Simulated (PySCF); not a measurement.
# C2H2IN3: NMR shieldings, spin-spin couplings, relativistic core levels, part 1 of 2

Wanted: NMR shieldings, spin-spin couplings, relativistic core levels for C2H2IN3 (`Ic1ncn[nH]1`).

Computed with PySCF 2.14.0 and routines of our own; the level stands in each step. Atoms count from 0.

## (1) The starting structure

8 atoms, charge 0, multiplicity 1; geometry from: GFN2-xTB.

## (2) Optimising the geometry at PBE0-D3(BJ)/def2-SVP

The job: settings as JSON, then the geometry in Å.

```
{"job": {"xc": "PBE0", "basis": "def2-SVP", "d3": "d3bj", "grid": 1, "maxiter": 30, "shake": 0.01, "kind": "geom"}, "charge": 0, "multiplicity": 1}
I      2.901840    -0.325460    -0.419420
C      0.827270    -0.198420    -0.169970
N     -0.050870    -1.134320    -0.460580
C     -1.177130    -0.574660    -0.110680
N     -1.112290     0.633940     0.357420
N      0.199480     0.894380     0.327720
H     -2.134180    -1.089960    -0.213180
H      0.601020     1.775360     0.636240
```

Launch:

```sh
$ OMP_NUM_THREADS=1 python heavy_run.py task.json out
```

One launch serves the whole session: the jobs run in the order shown.

Log:

```text
step   0  E = -538.91546914  max force = 0.052255
step   1  E = -538.91296265  max force = 0.027494
step   2  E = -538.91823382  max force = 0.008567
step   3  E = -538.91882878  max force = 0.012007
step   4  E = -538.91926356  max force = 0.004997
step   5  E = -538.91946502  max force = 0.000550
step   6  E = -538.91947213  max force = 0.000500
step   7  E = -538.91947409  max force = 0.000455
step   8  E = -538.91947579  max force = 0.000127
optimisation converged
```

It took 47 s on 1 thread of Arm Neoverse V2, shared host; peak memory 0.45 GiB.

Along the way: (the energy doesn't fall at every step)

| step | energy from step 0 (eV) | largest force component (eV/Å) |
| --- | --- | --- |
| 0 | 0.0000 | 2.6871 |
| 1 | 0.0682 | 1.4138 |
| 2 | -0.0752 | 0.4405 |
| 3 | -0.0914 | 0.6174 |
| 4 | -0.1033 | 0.2570 |
| 5 | -0.1087 | 0.0283 |
| 6 | -0.1089 | 0.0257 |
| 7 | -0.1090 | 0.0234 |
| 8 | -0.1090 | 0.0065 |

Close pairs (by a distance rule), those that changed most:

| bond | before (Å) | after (Å) | change (Å) |
| --- | --- | --- | --- |
| N2–C3 | 1.305 | 1.357 | +0.052 |
| I0–C1 | 2.093 | 2.070 | -0.023 |
| C3–N4 | 1.298 | 1.319 | +0.021 |
| C1–N2 | 1.316 | 1.309 | -0.007 |
| C1–N5 | 1.355 | 1.349 | -0.006 |
| N5–H7 | 1.016 | 1.013 | -0.003 |
| N4–N5 | 1.338 | 1.335 | -0.003 |
| C3–H6 | 1.092 | 1.089 | -0.002 |

The next job starts from the end point, and lists it.

| at the end point | value |
| --- | --- |
| point group (found at 0.08 Å tolerance) | Cs |
| rotational constants (GHz, main isotopes) | 10.032, 1.010, 0.917 |
| dipole moment (D) | 2.39 |

## (3) NMR shieldings: PBE0/pcJ-1 I:dyall-v2z, spin–orbit

The job: settings as JSON, then the geometry in Å.

```
{"job": {"kind": "hnmr", "xc": "PBE0", "basis": {"default": "pcJ-1", "I": "dyall-v2z"}, "rel": "so"}, "charge": 0, "multiplicity": 1}
I      2.147494    -0.321946    -1.989836
C      0.671834    -0.210390    -0.542393
N      0.417253    -1.088683     0.393635
C     -0.627599    -0.524883     1.050798
N     -1.022786     0.639571     0.573308
N     -0.183136     0.829227    -0.447028
H     -1.111778    -0.988326     1.909541
H     -0.236807     1.660795    -1.023499
```

Method: PBE0/pcJ-1 I:dyall-v2z GIAO NMR shielding, X2C with spin-orbit coupling, screened-nuclear two-electron part, Gaussian nuclei, gas phase.

Log:

```text
spin-free SCF
coarse grid: 38696 points
cycle   1  E = -7356.7845603616  dE =  9.612e-01  |g| = 5.037e-01  |ddm| = 2.947e+00
cycle   2  E = -7356.6784814705  dE =  1.061e-01  |g| = 8.529e-01  |ddm| = 1.036e+00
cycle   3  E = -7356.8328378525  dE = -1.544e-01  |g| = 8.821e-02  |ddm| = 6.603e-01
cycle   4  E = -7356.8339790327  dE = -1.141e-03  |g| = 4.908e-02  |ddm| = 8.850e-02
cycle   5  E = -7356.8344408582  dE = -4.618e-04  |g| = 1.220e-02  |ddm| = 3.794e-02
cycle   6  E = -7356.8344674659  dE = -2.661e-05  |g| = 5.179e-03  |ddm| = 1.164e-02
cycle   7  E = -7356.8344723621  dE = -4.896e-06  |g| = 1.513e-03  |ddm| = 4.732e-03
final grid: 80184 points
cycle   8  E = -7356.8351949959  dE = -2.496e-06  |g| = 4.429e-03  |ddm| = 3.389e-03
cycle   9  E = -7356.8351894298  dE =  5.566e-06  |g| = 5.700e-03  |ddm| = 6.623e-03
cycle  10  E = -7356.8351961504  dE = -6.721e-06  |g| = 1.694e-03  |ddm| = 5.696e-03
cycle  11  E = -7356.8351967589  dE = -6.085e-07  |g| = 4.716e-04  |ddm| = 1.376e-03
cycle  12  E = -7356.8351968046  dE = -4.572e-08  |g| = 5.660e-05  |ddm| = 3.432e-04
cycle  13  E = -7356.8351968052  dE = -5.439e-10  |g| = 1.194e-05  |ddm| = 4.345e-05
converged SCF energy = -7356.8351968052
two-component SCF
cycle   1  E = -7355.9022997041  dE = -7.356e+03  |FDS-SDF| = 1.219e+02
cycle   2  E = -7358.0694260441  dE = -2.167e+00  |FDS-SDF| = 3.993e-01
cycle   3  E = -7358.0703349212  dE = -9.089e-04  |FDS-SDF| = 1.536e-02
cycle   4  E = -7358.0704037974  dE = -6.888e-05  |FDS-SDF| = 8.047e-03
cycle   5  E = -7358.0704148713  dE = -1.107e-05  |FDS-SDF| = 2.331e-03
cycle   6  E = -7358.0704201967  dE = -5.325e-06  |FDS-SDF| = 8.934e-04
cycle   7  E = -7358.0704207247  dE = -5.280e-07  |FDS-SDF| = 3.275e-04
cycle   8  E = -7358.0704207611  dE = -3.645e-08  |FDS-SDF| = 8.909e-05
cycle   9  E = -7358.0704207636  dE = -2.432e-09  |FDS-SDF| = 2.869e-05
converged, E = -7358.0704207636

Field gradients (au) and densities at the nuclei (bohr^-3)
atom        Vxx        Vyy        Vzz        centre      nuclear mean
  0 I     -6.4932    -6.9136    13.4068     246058.392     238252.411
  1 C     -0.0135    -0.1396     0.1532        125.890        125.888
  2 N      0.4394     0.4661    -0.9055        204.780        204.775
  3 C      0.0346     0.1493    -0.1839        125.916        125.914
  4 N      0.1876     0.8189    -1.0065        204.934        204.929
  5 N      0.2218     0.5003    -0.7221        204.253        204.248
  6 H     -0.1374    -0.1612     0.2985          0.471          0.471
  7 H     -0.1563    -0.2175     0.3738          0.459          0.459
without picture change
  0 I                           14.5533                    537970.542

Core orbital energies (eV)
atom   shell        mean    spread
  0 I  1s       -33019.566   0.000
  0 I  2s        -5126.919   0.000
  0 I  3s        -1045.916   0.000
  0 I  4s         -188.369   0.000
  0 I  5s          -20.311   0.000
  0 I  2p1/2     -4806.742   0.000
  0 I  2p3/2     -4508.554   0.040
  0 I  3p1/2      -913.404   0.000
  0 I  3p3/2      -856.705   0.115
  0 I  4p1/2      -141.556   0.000
  0 I  4p3/2      -130.465   0.289
  0 I  3d3/2      -623.978   0.115
  0 I  3d5/2      -612.215   0.149
  0 I  4d3/2       -54.776   0.356
  0 I  4d5/2       -53.010   0.478

Shielding tensors (ppm)
atom      isotropic    diamagn.    paramagn.     s11        s22        s33       span
  0 I      4848.27     5085.65     -237.39    3881.20    4371.41    6292.19    2411.00
  1 C        92.71      252.95     -160.24     -30.29     151.28     157.15     187.43
  2 N       -39.87      327.07     -366.94    -205.23    -117.36     202.98     408.20
  3 C        27.42      254.08     -226.66     -57.95      33.06     107.13     165.08
  4 N       -77.00      323.29     -400.29    -304.41     -96.85     170.27     474.67
  5 N        26.97      326.44     -299.48     -97.95      86.39      92.46     190.41
  6 H        23.52       28.68       -5.15      20.77      24.30      25.51       4.74
  7 H        21.78       31.31       -9.54      15.62      22.24      27.47      11.84
```

Wall time 3.5 min (1 thread of Arm Neoverse V2, shared host); peak memory 1.6 GiB.

From this job:

| quantity | value |
| --- | --- |
| energy from spin-orbit coupling | -1.2352 Eh |

## (4) Spin-spin couplings: PBE0/pcJ-1 I:dyall-v2z, spin–orbit

Settings changed since step 3:

```diff
@@ -1,2 +1,2 @@
-{"job": {"kind": "hnmr", "xc": "PBE0", "basis": {"default": "pcJ-1", "I": "dyall-v2z"}, "rel": "so"}, "charge": 0, "multiplicity": 1}
+{"job": {"kind": "hj", "xc": "PBE0", "basis": {"default": "pcJ-1", "I": "dyall-v2z"}, "rel": "so", "atoms": [0]}, "charge": 0, "multiplicity": 1}
 I      2.147494    -0.321946    -1.989836
```

With the program's defaults for keys left out, this is: PBE0/pcJ-1 I:dyall-v2z indirect spin-spin coupling, X2C with spin-orbit coupling, screened-nuclear two-electron part, Gaussian nuclei, gas phase.

Log:

```text
spin-free SCF
coarse grid: 38696 points
cycle   1  E = -7356.7845603616  dE =  9.612e-01  |g| = 5.037e-01  |ddm| = 2.947e+00
cycle   2  E = -7356.6784814705  dE =  1.061e-01  |g| = 8.529e-01  |ddm| = 1.036e+00
cycle   3  E = -7356.8328378525  dE = -1.544e-01  |g| = 8.821e-02  |ddm| = 6.603e-01
cycle   4  E = -7356.8339790327  dE = -1.141e-03  |g| = 4.908e-02  |ddm| = 8.850e-02
cycle   5  E = -7356.8344408582  dE = -4.618e-04  |g| = 1.220e-02  |ddm| = 3.794e-02
cycle   6  E = -7356.8344674659  dE = -2.661e-05  |g| = 5.179e-03  |ddm| = 1.164e-02
cycle   7  E = -7356.8344723621  dE = -4.896e-06  |g| = 1.513e-03  |ddm| = 4.732e-03
final grid: 80184 points
cycle   8  E = -7356.8351949959  dE = -2.496e-06  |g| = 4.429e-03  |ddm| = 3.389e-03
cycle   9  E = -7356.8351894298  dE =  5.566e-06  |g| = 5.700e-03  |ddm| = 6.623e-03
cycle  10  E = -7356.8351961504  dE = -6.721e-06  |g| = 1.694e-03  |ddm| = 5.696e-03
cycle  11  E = -7356.8351967589  dE = -6.085e-07  |g| = 4.716e-04  |ddm| = 1.376e-03
cycle  12  E = -7356.8351968046  dE = -4.572e-08  |g| = 5.660e-05  |ddm| = 3.432e-04
cycle  13  E = -7356.8351968052  dE = -5.439e-10  |g| = 1.194e-05  |ddm| = 4.345e-05
converged SCF energy = -7356.8351968052
two-component SCF
cycle   1  E = -7355.9022997041  dE = -7.356e+03  |FDS-SDF| = 1.219e+02
cycle   2  E = -7358.0694260441  dE = -2.167e+00  |FDS-SDF| = 3.993e-01
cycle   3  E = -7358.0703349212  dE = -9.089e-04  |FDS-SDF| = 1.536e-02
cycle   4  E = -7358.0704037974  dE = -6.888e-05  |FDS-SDF| = 8.047e-03
cycle   5  E = -7358.0704148713  dE = -1.107e-05  |FDS-SDF| = 2.331e-03
cycle   6  E = -7358.0704201967  dE = -5.325e-06  |FDS-SDF| = 8.934e-04
cycle   7  E = -7358.0704207247  dE = -5.280e-07  |FDS-SDF| = 3.275e-04
cycle   8  E = -7358.0704207611  dE = -3.645e-08  |FDS-SDF| = 8.909e-05
cycle   9  E = -7358.0704207636  dE = -2.432e-09  |FDS-SDF| = 2.869e-05
converged, E = -7358.0704207636

Indirect spin-spin couplings
  i        j     bonds      J/Hz   K/1e19 T2/J   anisotropy/Hz
  0 127I    1  13C    1     -288.67     -474.30       185.7
  0 127I    2  15N    2       -5.05       20.59       -52.6
  0 127I    3  13C    3       -3.53       -5.79        38.7
  0 127I    4  15N    3        8.15      -33.20        18.6
  0 127I    5  15N    2       12.51      -50.98       -50.6
  0 127I    6   1H    4       -1.54       -0.64         4.2
  0 127I    7   1H    3       -3.02       -1.25        -7.1
```

It took 2.8 min on 1 thread of Arm Neoverse V2, shared host; peak memory 1.1 GiB.

In short:

| quantity | value |
| --- | --- |
| energy from spin-orbit coupling | -1.2352 Eh |

## (5) Relativistic core levels: PBE0/pcJ-1 I:dyall-v2z, spin–orbit

Settings changed since step 4:

```diff
@@ -1,2 +1,2 @@
-{"job": {"kind": "hj", "xc": "PBE0", "basis": {"default": "pcJ-1", "I": "dyall-v2z"}, "rel": "so", "atoms": [0]}, "charge": 0, "multiplicity": 1}
+{"job": {"kind": "hxps", "xc": "PBE0", "basis": {"default": "pcJ-1", "I": "dyall-v2z"}, "rel": "so", "holes": [[0, "3d"]]}, "charge": 0, "multiplicity": 1}
 I      2.147494    -0.321946    -1.989836
```

Method: PBE0/pcJ-1 I:dyall-v2z core ionisation, delta-SCF with one localised hole, X2C with spin-orbit coupling, screened-nuclear two-electron part, Gaussian nuclei, gas phase.

Log:

```text
spin-free SCF
coarse grid: 38696 points
cycle   1  E = -7356.7845603616  dE =  9.612e-01  |g| = 5.037e-01  |ddm| = 2.947e+00
cycle   2  E = -7356.6784814705  dE =  1.061e-01  |g| = 8.529e-01  |ddm| = 1.036e+00
cycle   3  E = -7356.8328378525  dE = -1.544e-01  |g| = 8.821e-02  |ddm| = 6.603e-01
cycle   4  E = -7356.8339790327  dE = -1.141e-03  |g| = 4.908e-02  |ddm| = 8.850e-02
cycle   5  E = -7356.8344408582  dE = -4.618e-04  |g| = 1.220e-02  |ddm| = 3.794e-02
cycle   6  E = -7356.8344674659  dE = -2.661e-05  |g| = 5.179e-03  |ddm| = 1.164e-02
cycle   7  E = -7356.8344723621  dE = -4.896e-06  |g| = 1.513e-03  |ddm| = 4.732e-03
final grid: 80184 points
cycle   8  E = -7356.8351949959  dE = -2.496e-06  |g| = 4.429e-03  |ddm| = 3.389e-03
cycle   9  E = -7356.8351894298  dE =  5.566e-06  |g| = 5.700e-03  |ddm| = 6.623e-03
cycle  10  E = -7356.8351961504  dE = -6.721e-06  |g| = 1.694e-03  |ddm| = 5.696e-03
cycle  11  E = -7356.8351967589  dE = -6.085e-07  |g| = 4.716e-04  |ddm| = 1.376e-03
cycle  12  E = -7356.8351968046  dE = -4.572e-08  |g| = 5.660e-05  |ddm| = 3.432e-04
cycle  13  E = -7356.8351968052  dE = -5.439e-10  |g| = 1.194e-05  |ddm| = 4.345e-05
converged SCF energy = -7356.8351968052
two-component SCF
cycle   1  E = -7355.9022997041  dE = -7.356e+03  |FDS-SDF| = 1.219e+02
cycle   2  E = -7358.0694260441  dE = -2.167e+00  |FDS-SDF| = 3.993e-01
cycle   3  E = -7358.0703349212  dE = -9.089e-04  |FDS-SDF| = 1.536e-02
cycle   4  E = -7358.0704037974  dE = -6.888e-05  |FDS-SDF| = 8.047e-03
cycle   5  E = -7358.0704148713  dE = -1.107e-05  |FDS-SDF| = 2.331e-03
cycle   6  E = -7358.0704201967  dE = -5.325e-06  |FDS-SDF| = 8.934e-04
cycle   7  E = -7358.0704207247  dE = -5.280e-07  |FDS-SDF| = 3.275e-04
cycle   8  E = -7358.0704207611  dE = -3.645e-08  |FDS-SDF| = 8.909e-05
cycle   9  E = -7358.0704207636  dE = -2.432e-09  |FDS-SDF| = 2.869e-05
converged, E = -7358.0704207636

Field gradients (au) and densities at the nuclei (bohr^-3)
atom        Vxx        Vyy        Vzz        centre      nuclear mean
  0 I     -6.4932    -6.9136    13.4068     246058.392     238252.411
  1 C     -0.0135    -0.1396     0.1532        125.890        125.888
  2 N      0.4394     0.4661    -0.9055        204.780        204.775
  3 C      0.0346     0.1493    -0.1839        125.916        125.914
  4 N      0.1876     0.8189    -1.0065        204.934        204.929
  5 N      0.2218     0.5003    -0.7221        204.253        204.248
  6 H     -0.1374    -0.1612     0.2985          0.471          0.471
  7 H     -0.1563    -0.2175     0.3738          0.459          0.459
without picture change
  0 I                           14.5533                    537970.542

Core orbital energies (eV)
atom   shell        mean    spread
  0 I  1s       -33019.566   0.000
  0 I  2s        -5126.919   0.000
  0 I  3s        -1045.916   0.000
  0 I  4s         -188.369   0.000
  0 I  5s          -20.311   0.000
  0 I  2p1/2     -4806.742   0.000
  0 I  2p3/2     -4508.554   0.040
  0 I  3p1/2      -913.404   0.000
  0 I  3p3/2      -856.705   0.115
  0 I  4p1/2      -141.556   0.000
  0 I  4p3/2      -130.465   0.289
  0 I  3d3/2      -623.978   0.115
  0 I  3d5/2      -612.215   0.149
  0 I  4d3/2       -54.776   0.356
  0 I  4d5/2       -53.010   0.478

hole in 3d5/2 of atom 0
cycle   1  E = -7334.4156347483  dE = -7.334e+03  |FDS-SDF| = 4.792e+00
cycle   2  E = -7334.6679751897  dE = -2.523e-01  |FDS-SDF| = 3.476e+00
cycle   3  E = -7335.1052978550  dE = -4.373e-01  |FDS-SDF| = 2.074e-01
cycle   4  E = -7335.1076893191  dE = -2.391e-03  |FDS-SDF| = 1.692e-01
cycle   5  E = -7335.1136183876  dE = -5.929e-03  |FDS-SDF| = 3.409e-02
cycle   6  E = -7335.1138498674  dE = -2.315e-04  |FDS-SDF| = 6.979e-03
cycle   7  E = -7335.1138631312  dE = -1.326e-05  |FDS-SDF| = 2.275e-03
cycle   8  E = -7335.1138647207  dE = -1.590e-06  |FDS-SDF| = 1.239e-03
cycle   9  E = -7335.1138653149  dE = -5.942e-07  |FDS-SDF| = 3.979e-04
cycle  10  E = -7335.1138653846  dE = -6.962e-08  |FDS-SDF| = 2.267e-04
converged, E = -7335.1138653846

Core binding energies (eV)
atom   line    delta-SCF   -orbital   splitting
  0 I  3d5/2     624.699     612.22    11.763
```

Run time: 2.2 min. Hardware: 1 thread of Arm Neoverse V2, shared host; peak memory 1.3 GiB.

Key values:

| quantity | value |
| --- | --- |
| energy from spin-orbit coupling | -1.2352 Eh |

## (6) NMR shieldings: PBE0/pcJ-1 I:dyall-v2z, spin-free

Settings changed since step 5:

```diff
@@ -1,2 +1,2 @@
-{"job": {"kind": "hxps", "xc": "PBE0", "basis": {"default": "pcJ-1", "I": "dyall-v2z"}, "rel": "so", "holes": [[0, "3d"]]}, "charge": 0, "multiplicity": 1}
+{"job": {"kind": "hnmr", "xc": "PBE0", "basis": {"default": "pcJ-1", "I": "dyall-v2z"}, "rel": "sf"}, "charge": 0, "multiplicity": 1}
 I      2.147494    -0.321946    -1.989836
```

Level: PBE0/pcJ-1 I:dyall-v2z GIAO NMR shielding, spin-free X2C, Gaussian nuclei, gas phase.

Log:

```text
spin-free SCF
coarse grid: 38696 points
cycle   1  E = -7356.7845603616  dE =  9.612e-01  |g| = 5.037e-01  |ddm| = 2.947e+00
cycle   2  E = -7356.6784814705  dE =  1.061e-01  |g| = 8.529e-01  |ddm| = 1.036e+00
cycle   3  E = -7356.8328378525  dE = -1.544e-01  |g| = 8.821e-02  |ddm| = 6.603e-01
cycle   4  E = -7356.8339790327  dE = -1.141e-03  |g| = 4.908e-02  |ddm| = 8.850e-02
cycle   5  E = -7356.8344408582  dE = -4.618e-04  |g| = 1.220e-02  |ddm| = 3.794e-02
cycle   6  E = -7356.8344674659  dE = -2.661e-05  |g| = 5.179e-03  |ddm| = 1.164e-02
cycle   7  E = -7356.8344723621  dE = -4.896e-06  |g| = 1.513e-03  |ddm| = 4.732e-03
final grid: 80184 points
cycle   8  E = -7356.8351949959  dE = -2.496e-06  |g| = 4.429e-03  |ddm| = 3.389e-03
cycle   9  E = -7356.8351894298  dE =  5.566e-06  |g| = 5.700e-03  |ddm| = 6.623e-03
cycle  10  E = -7356.8351961504  dE = -6.721e-06  |g| = 1.694e-03  |ddm| = 5.696e-03
cycle  11  E = -7356.8351967589  dE = -6.085e-07  |g| = 4.716e-04  |ddm| = 1.376e-03
cycle  12  E = -7356.8351968046  dE = -4.572e-08  |g| = 5.660e-05  |ddm| = 3.432e-04
cycle  13  E = -7356.8351968052  dE = -5.439e-10  |g| = 1.194e-05  |ddm| = 4.345e-05
converged SCF energy = -7356.8351968052
check of the scalar solution
cycle   1  E = -7356.8351968053  dE = -7.357e+03  |FDS-SDF| = 1.194e-05
cycle   2  E = -7356.8351968052  dE =  5.366e-11  |FDS-SDF| = 1.698e-05
converged, E = -7356.8351968052

Field gradients (au) and densities at the nuclei (bohr^-3)
atom        Vxx        Vyy        Vzz        centre      nuclear mean
  0 I     -6.5357    -6.9600    13.4958     245863.637     238057.521
  1 C     -0.0171    -0.1400     0.1571        125.887        125.885
  2 N      0.4393     0.4667    -0.9060        204.780        204.774
  3 C      0.0349     0.1493    -0.1842        125.916        125.914
  4 N      0.1875     0.8192    -1.0067        204.934        204.929
  5 N      0.2222     0.5003    -0.7225        204.252        204.247
  6 H     -0.1373    -0.1611     0.2985          0.471          0.471
  7 H     -0.1563    -0.2174     0.3737          0.459          0.459
without picture change
  0 I                           14.7068                    537991.442

Core orbital energies (eV)
atom   shell        mean    spread
  0 I  1s       -33021.416   0.000
  0 I  2s        -5127.346   0.000
  0 I  3s        -1046.047   0.000
  0 I  4s         -188.412   0.000
  0 I  5s          -20.324   0.000
  0 I  2p        -4603.892   0.060
  0 I  3p         -874.907   0.174
  0 I  4p         -134.034   0.441
  0 I  3d         -616.982   0.166
  0 I  4d          -53.737   0.544

Shielding tensors (ppm)
atom      isotropic    diamagn.    paramagn.     s11        s22        s33       span
  0 I      3493.88     5558.16    -2064.27    2212.07    2753.61    5515.97    3303.91
  1 C        39.73      253.37     -213.64     -29.46      69.75      78.90     108.35
  2 N       -39.40      328.77     -368.16    -203.75    -124.46     210.02     413.77
  3 C        26.12      254.95     -228.83     -56.80      28.69     106.47     163.26
  4 N       -78.75      324.73     -403.47    -307.94     -98.17     169.87     477.82
  5 N        26.87      327.95     -301.08    -104.34      86.44      98.50     202.85
  6 H        23.42       28.67       -5.26      20.28      24.34      25.63       5.35
  7 H        21.84       31.30       -9.46      15.74      22.31      27.48      11.75
```

Run time: 63 s. Hardware: 1 thread of Arm Neoverse V2, shared host; peak memory 1.3 GiB.

(Continued in part 2 of 2.)
